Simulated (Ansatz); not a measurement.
# F2H3NSi (built from SMILES F[Si]F.N): a reaction path by the nudged elastic band

What path joins these two structures, and how high does it climb? Both ends were relaxed at PBE0-D4 in triple zeta. A second band with other settings follows.

Program: Ansatz 0.2.0, Gaussian basis. Level of theory: PBE0-D4/def2-SVP. These are calculated values, not measurements.

16 further runs of the same task are left out: 16 set aside as unsound or not needed.

## (1) The starting structure

The first end: 7 atoms, charge 0, spin multiplicity 1.

Atoms are counted from 1 here; the program's logs count them from 0.

Bond lengths: Si1–F2 1.640 Å, Si1–F3 1.640 Å, H4–N5 1.015 Å, N5–H6 1.015 Å, N5–H7 1.017 Å. Angles: F2–Si1–F3 99.0°, H4–N5–H6 108.8°, H4–N5–H7 108.7°, H6–N5–H7 108.7°.

Coordinates:

```mol
F2H3NSi
  3D, bonds by distance, orders not assigned

  7  5  0  0  0  0  0  0  0  0999 V2000
   -0.5717   -1.1491   -0.5653 Si  0  0
    1.0227   -1.4183   -0.8383 F   0  0
   -0.8511   -0.0416   -1.7419 F   0  0
    0.4767    0.1313    1.4951 H   0  0
    0.0150    0.4457    0.6479 N   0  0
   -0.7669    1.0402    0.9027 H   0  0
    0.6754    0.9918    0.0997 H   0  0
  1  2  8  0
  1  3  8  0
  4  5  8  0
  5  6  8  0
  5  7  8  0
M  END
```

The second end:

```mol
F2H3NSi
  3D, bonds by distance, orders not assigned

  7  6  0  0  0  0  0  0  0  0999 V2000
   -0.1650   -0.5975   -0.1451 Si  0  0
    1.1137   -1.3570   -0.6966 F   0  0
   -1.1812   -0.5829   -1.3687 F   0  0
   -0.8084   -1.3510    0.9407 H   0  0
    0.3206    0.9252    0.3851 N   0  0
   -0.2458    1.4651    1.0172 H   0  0
    0.9662    1.4981   -0.1327 H   0  0
  1  2  8  0
  1  3  8  0
  1  4  8  0
  1  5  8  0
  5  6  8  0
  5  7  8  0
M  END
```

## (2) The band at PBE0-D4/def2-SVP

Contents of neb/in.yaml:

```yaml
crystal:
  periodic: [false, false, false]
  atoms:
    - {symbol: Si, position_ang: [-0.571676, -1.149137, -0.565275]}
    - {symbol: F, position_ang: [1.022746, -1.418280, -0.838260]}
    - {symbol: F, position_ang: [-0.851133, -0.041579, -1.741888]}
    - {symbol: H, position_ang: [0.476671, 0.131275, 1.495133]}
    - {symbol: N, position_ang: [0.015047, 0.445730, 0.647940]}
    - {symbol: H, position_ang: [-0.766911, 1.040171, 0.902665]}
    - {symbol: H, position_ang: [0.675355, 0.991818, 0.099685]}
basis:
  gaussian: {orbitals: def2-SVP}
hamiltonian: {xc: pbe0, dispersion: d4}
neb:
  images: 5
  climbing: true
  max_iterations: 40
  initial_path: idpp
  final_atoms:
    - {symbol: Si, position_ang: [-0.165040, -0.597535, -0.145129]}
    - {symbol: F, position_ang: [1.113660, -1.357023, -0.696551]}
    - {symbol: F, position_ang: [-1.181198, -0.582883, -1.368663]}
    - {symbol: H, position_ang: [-0.808374, -1.350976, 0.940742]}
    - {symbol: N, position_ang: [0.320618, 0.925169, 0.385121]}
    - {symbol: H, position_ang: [-0.245773, 1.465139, 1.017190]}
    - {symbol: H, position_ang: [0.966206, 1.498108, -0.132708]}
```

Command:

```sh
$ ansatz run in.yaml --threads 2 --pin off --events-out ev --progress --plain --max-ram 4352MiB
```

## (3) The band at PBE0-D4/def2-TZVP, other settings

Edit neb/in.yaml of step 2 so:

```diff
@@ -11,9 +11,9 @@
 basis:
-  gaussian: {orbitals: def2-SVP}
+  gaussian: {orbitals: def2-TZVP}
 hamiltonian: {xc: pbe0, dispersion: d4}
 neb:
-  images: 5
-  climbing: true
-  max_iterations: 40
-  initial_path: idpp
+  images: 4
+  climbing: false
+  max_iterations: 25
+  initial_path: linear
   final_atoms:
```

What does the calculation give? Wanted: from earlier runs: barrier over the separately found saddle, CCSD(T)/def2-TZVPP.

**Answer**, as computed:

| quantity | value |
| --- | --- |
| PBE0-D4/def2-SVP, 12 iterations | highest 185.2 kJ/mol (image 3), last end -114.6 kJ/mol |
| PBE0-D4/def2-TZVP, 17 iterations | highest 28.1 kJ/mol (image 2), last end -139.0 kJ/mol |
| from earlier runs: barrier over the separately found saddle, CCSD(T)/def2-TZVPP | 185.2 kJ/mol |

**Reading.** The highest image lies 185.2 kJ/mol above the first end, and it climbed, so it estimates the saddle. The ends are not quite minima at this level (largest force component 0.92 eV/Å), so the heights are unreliable: relaxing the first end would lower it and raise the barrier above it. The highest image is 0.0 kJ/mol above the CCSD(T) barrier in triple zeta, which comes from separate runs on the saddle. The second band's highest image lies at 28.1 kJ/mol; the levels differ, and it didn't climb, so it lies under its saddle.
